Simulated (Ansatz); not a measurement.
# C8H16O: up Jacob's ladder to CCSD(T)

How much do the methods differ for C8H16O? The plan is to run it at one geometry with functionals of several rungs and with coupled cluster. The yardstick is the atomisation energy at the CCSD(T) limit.

The runs use Ansatz 0.2.0, Gaussian basis; functionals in def2-TZVPP, the program's frozen cores in correlated methods.

Levels to be run: LDA (SPW92), PBE-D4, revPBE-D4, BLYP-D4, r2SCAN-D4, B97M-V, PBE0-D4, B3LYP-D4, r2SCANh-D4, r2SCAN0-D4, HSE06-D4, BHLYP-D4, CAM-B3LYP-D4, LC-ωPBE, ωB97X-V, ωB97M-V, B2PLYP, PBE-QIDH; CCSD(T)/def2-SVP; CCSD(T)/def2-TZVPP; MP2/def2-QZVPP; extrapolation to the limit; RPA on PBE.

## (1) Structure used throughout

An earlier PBE0-D4 in a triple-zeta def2 set relaxation fixed the geometry.

SMILES `CC(=O)C(C)(C)C(C)C`, 25 atoms, charge 0, spin multiplicity 1.

Atoms are counted from 1 here; the program's logs count them from 0.

Bond lengths: C1–C2 1.507 Å, C1–H10 1.092 Å, C1–H11 1.094 Å, C1–H12 1.088 Å, C2–O3 1.207 Å, C2–C4 1.536 Å, C4–C5 1.536 Å, C4–C6 1.527 Å, C4–C7 1.546 Å, C5–H13 1.093 Å, C5–H14 1.092 Å, C5–H15 1.092 Å, C6–H16 1.092 Å, C6–H17 1.092 Å, C6–H18 1.091 Å, C7–C8 1.522 Å, C7–C9 1.524 Å, C7–H19 1.094 Å and more. Angles: C2–C1–H10 111.6°, C2–C1–H11 109.9°, C2–C1–H12 109.2°, H10–C1–H11 106.8°, H10–C1–H12 110.0°, H11–C1–H12 109.4°, C1–C2–O3 120.3°, C1–C2–C4 118.5°, O3–C2–C4 121.2°, C2–C4–C5 104.0°, C2–C4–C6 112.0°, C2–C4–C7 108.7°, C5–C4–C6 108.9°, C5–C4–C7 110.6°, C6–C4–C7 112.3°, C4–C5–H13 111.2°, C4–C5–H14 110.6°, C4–C5–H15 110.8° and more.

As a file:

```xyz
25

C    -0.95890   -1.82737    1.83362
C    -1.12142   -0.55614    1.04166
O    -2.19245   -0.00205    0.99222
C     0.11641    0.04402    0.35813
C     0.70851    0.98441    1.41866
C     1.15169   -1.02233    0.00945
C    -0.34215    0.84315   -0.88310
C     0.74385    1.73115   -1.47452
C    -0.92165   -0.06010   -1.96512
H    -0.10548   -1.77195    2.51313
H    -0.76924   -2.66498    1.15671
H    -1.87109   -2.01722    2.39594
H     0.87696    0.45962    2.36302
H     1.67273    1.37540    1.08869
H     0.03683    1.82357    1.61183
H     1.54506   -1.50629    0.90528
H     2.00007   -0.56708   -0.50576
H     0.74612   -1.79943   -0.64089
H    -1.15112    1.48859   -0.52866
H     1.11006    2.47441   -0.76447
H     1.60018    1.15073   -1.83042
H     0.34632    2.27401   -2.33559
H    -0.14846   -0.67798   -2.43045
H    -1.69947   -0.71827   -1.57251
H    -1.37337    0.54214   -2.75683
```

## (2) LDA

This LDA is Slater exchange with PW92 correlation.

File in.yaml:

```yaml
crystal:
  periodic: [false, false, false]
  atoms:
    - {symbol: C, position_ang: [-0.958897, -1.827367, 1.833623]}
    - {symbol: C, position_ang: [-1.121425, -0.556141, 1.041657]}
    - {symbol: O, position_ang: [-2.192448, -0.002055, 0.992216]}
    - {symbol: C, position_ang: [0.116406, 0.044017, 0.358125]}
    - {symbol: C, position_ang: [0.708510, 0.984409, 1.418664]}
    - {symbol: C, position_ang: [1.151695, -1.022330, 0.009445]}
    - {symbol: C, position_ang: [-0.342146, 0.843152, -0.883100]}
    - {symbol: C, position_ang: [0.743850, 1.731151, -1.474522]}
    - {symbol: C, position_ang: [-0.921645, -0.060100, -1.965118]}
    - {symbol: H, position_ang: [-0.105481, -1.771950, 2.513131]}
    - {symbol: H, position_ang: [-0.769244, -2.664980, 1.156707]}
    - {symbol: H, position_ang: [-1.871086, -2.017223, 2.395940]}
    - {symbol: H, position_ang: [0.876955, 0.459620, 2.363018]}
    - {symbol: H, position_ang: [1.672725, 1.375404, 1.088688]}
    - {symbol: H, position_ang: [0.036831, 1.823567, 1.611828]}
    - {symbol: H, position_ang: [1.545058, -1.506292, 0.905281]}
    - {symbol: H, position_ang: [2.000069, -0.567082, -0.505759]}
    - {symbol: H, position_ang: [0.746122, -1.799434, -0.640895]}
    - {symbol: H, position_ang: [-1.151117, 1.488595, -0.528658]}
    - {symbol: H, position_ang: [1.110055, 2.474414, -0.764471]}
    - {symbol: H, position_ang: [1.600185, 1.150731, -1.830419]}
    - {symbol: H, position_ang: [0.346317, 2.274015, -2.335590]}
    - {symbol: H, position_ang: [-0.148457, -0.677984, -2.430455]}
    - {symbol: H, position_ang: [-1.699470, -0.718273, -1.572511]}
    - {symbol: H, position_ang: [-1.373366, 0.542137, -2.756825]}
basis:
  gaussian: {orbitals: def2-TZVPP}
hamiltonian: {xc: lda}
output: {orbitals: {seedname: orbitals}}
```

On the command line:

```sh
$ ansatz run in.yaml --threads 4 --pin off --events-out ev --progress --plain --max-ram 41984MiB --backend cuda --devices 0, --max-vram 37GiB
```

After this run come: PBE-D4 (GGA); revPBE-D4 (GGA); BLYP-D4 (GGA); r2SCAN-D4 (meta-GGA); B97M-V (meta-GGA); PBE0-D4 (hybrid); B3LYP-D4 (hybrid); r2SCANh-D4 (hybrid); r2SCAN0-D4 (hybrid); HSE06-D4 (hybrid); BHLYP-D4 (hybrid); CAM-B3LYP-D4 (range-separated); LC-ωPBE (range-separated); ωB97X-V (range-separated); ωB97M-V (range-separated); B2PLYP (double hybrid); PBE-QIDH (double hybrid); CCSD(T) in def2-SVP; CCSD(T) in def2-TZVPP; MP2 in def2-QZVPP; RPA on PBE orbitals.

Q: Predict the results of all the runs planned. Wanted: atomisation energy, CCSD(T)/CBS; farthest beyond LDA; mean size of error, GGA; mean size of error, meta-GGA; mean size of error, hybrid; mean size of error, range-separated; mean size of error, double hybrid; gap, smallest and largest; T1 diagnostic.

As calculated:

| quantity | value |
| --- | --- |
| atomisation energy, CCSD(T)/CBS | 2450.8 kcal/mol |
| functionals within 12.3 kcal/mol (0.5 %) | revPBE-D4, BLYP-D4, r2SCAN-D4, B97M-V, B3LYP-D4, r2SCANh-D4, CAM-B3LYP-D4, LC-ωPBE, ωB97X-V, ωB97M-V, PBE-QIDH |
| farthest beyond LDA | BHLYP-D4 (-59.7 kcal/mol) |
| mean size of error, GGA | 20.5 kcal/mol |
| mean size of error, meta-GGA | 6.2 kcal/mol |
| mean size of error, hybrid | 20.2 kcal/mol |
| mean size of error, range-separated | 6.1 kcal/mol |
| mean size of error, double hybrid | 12.8 kcal/mol |
| gap, smallest and largest | 3.87 eV (LDA (SPW92)), 11.87 eV (LC-ωPBE) |
| T1 diagnostic | 0.0114 |
| triples share of the correlation energy | 4.0 % |

What this shows: The LDA atomisation energy is off by 342.9 kcal/mol (14 %): it overbinds. PBE-D4 is off by +52.3 kcal/mol. Double hybrids carry the basis error of their MP2 part in triple zeta, and no dispersion term here, so their miss is partly the set-up's. The rungs range-separated, meta-GGA miss on average by less than the doubt on the reference (12.3 kcal/mol), so they tie. Misses under about 12.3 kcal/mol are within the doubt on the reference itself, which lacks core-valence correlation, relativity and higher excitations. Hartree-Fock recovers 75 % of the binding; the rest is correlation. CCSD(T) in def2-SVP is off by -85.8 kcal/mol, so the small basis spoils what the method gains. Orbital gaps span 3.9 to 11.9 eV; exact exchange widens them.
